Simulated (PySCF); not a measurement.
# C4H3BrO (3-bromofuran): the cost of one run

Computed with PySCF 2.14.0, with density-fitted response routines of our own, on a single molecule in the gas phase. Atoms are numbered from 0 throughout.

## 1. The starting structure

9 atoms, charge 0, multiplicity 1; geometry from: MMFF94s. The atoms were then displaced at random by about 0.03 Å, so the start is not that level's minimum.

Bonds of the start (Å): Br0–C1 1.93, C1–C2 1.45, C2–C3 1.25, C3–O4 1.36, O4–C5 1.36, C5–C1 1.34, C2–H6 1.08, C3–H7 1.14, C5–H8 1.08.

## 2. Relaxing the molecule at PBE0-D3(BJ)/def2-SVP

What the job is given:

```
{"job": {"xc": "PBE0", "basis": "def2-SVP", "d3": "d3bj", "grid": 1, "shake": 0.03, "kind": "geom"}, "charge": 0, "multiplicity": 1}
Br     2.735410     0.690250     0.233190
C      0.895920     0.146670     0.066240
C     -0.282980     0.982990    -0.017140
C     -1.196850     0.141030    -0.104500
O     -0.888010    -1.181260    -0.127670
C      0.465940    -1.122560    -0.000600
H     -0.237430     2.063270     0.034100
H     -2.319070     0.295200    -0.185630
H      0.959820    -2.085030     0.076370
```

Started as:

```sh
$ OMP_NUM_THREADS=1 python probes_run.py task.json out
```

This one command runs all jobs of the session in turn.

Q: Estimate the wall time and peak memory of this first job on 1 thread of Arm Neoverse V1, shared host.

About 49 s, with a peak of 0.46 GiB.
